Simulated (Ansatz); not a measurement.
Predict the output of the script below (Ansatz 0.2.0 through its Python package).

`run_md.py`:
```python
"""Molecular dynamics of one CH4OSSi molecule."""

import warnings

import ansatz
import numpy as np

warnings.simplefilter("ignore", ansatz.DeckWarning)

system = (
    ansatz.Crystal.molecule()
    .atom("O", (-2.4913, 0.126, -0.3533))
    .atom("C", (-1.483, -0.4408, 0.0469))
    .atom("Si", (0.1789, 0.3818, -0.1695))
    .atom("S", (1.7317, -0.8772, 0.6394))
    .atom("H", (-1.4968, -1.4263, 0.5366))
    .atom("H", (0.281, 1.6805, 0.549))
    .atom("H", (0.5312, 0.6106, -1.5966))
    .atom("H", (2.7482, -0.0545, 0.3477))
)

base = system.calculation()
base = base.basis(gaussian="6-31G*")
base = base.functional("b3lyp", dispersion="d3bj")
symbols = [site.symbol for site in system.cartesian_sites]
start = np.array([site.position_ang for site in system.cartesian_sites], dtype=float)
rep = base.relax(force_tolerance=0.02).run(threads=1).report
end = np.array(rep["positions_ang"])
minimum = ansatz.Crystal.molecule()
for symbol, place in zip(symbols, end):
    minimum = minimum.atom(symbol, place.tolist())

# dynamics from the relaxed geometry
base = (
    minimum.calculation()
    .basis(gaussian="6-31G*")
    .functional("b3lyp", dispersion="d3bj")
    .md("nvt_nose_hoover", timestep=1.0, steps=20, temperature=300, initial_velocities="maxwell_boltzmann", seed=96, thermostat_time=20)
)
frames = []
done = base.session().plan().execute(on_event=lambda e: frames.append(e["data"]) if e["event"] == "md_step" else None)
print("t (fs)   E_pot (eV)      E_kin (eV)   T (K)   d(0-1) (A)")
for f in frames[::3]:
    xyz = np.array(f["positions_ang"])
    print(f"{f['time_fs']:6.2f} {f['lagrangian_ev']:14.5f} {f['e_kin_ev']:10.5f} {f['temperature_k']:8.1f} {np.linalg.norm(xyz[0] - xyz[1]):9.4f}")
kept = np.array([f["conserved_ev"] for f in frames])
print(f"conserved energy moves by at most {1000 * np.ptp(kept):.3f} meV")
```

```console
$ python run_md.py
t (fs)   E_pot (eV)      E_kin (eV)   T (K)   d(0-1) (A)
  0.00   -21862.29426    0.23267    300.0    1.2151
  3.00   -21862.23757    0.17804    229.6    1.2146
  6.00   -21862.21759    0.15882    204.8    1.2154
  9.00   -21862.18228    0.12810    165.2    1.2166
 12.00   -21862.17529    0.12681    163.5    1.2169
 15.00   -21862.17838    0.13964    180.1    1.2160
 18.00   -21862.15734    0.13311    171.6    1.2151
conserved energy moves by at most 2.052 meV
```

The settings weren't tested for convergence. The trajectory is only some femtoseconds long, so its temperature is not equilibrated; where the script doesn't relax first, it starts from a rough generated geometry. b3lyp holds the VWN-RPA fit, as in Gaussian; the form of ORCA and Turbomole is b3lyp5. The temperature counts the internal degrees of freedom alone. With hydrogen a step over 0.5 fs is long. It ran for 50 s on 1 thread of Intel(R) Xeon(R) 6975P-C (Granite Rapids), with other jobs on the host, peak memory 0.23 GiB.

(Lines on the test bed's own set-up are left out of the output.)
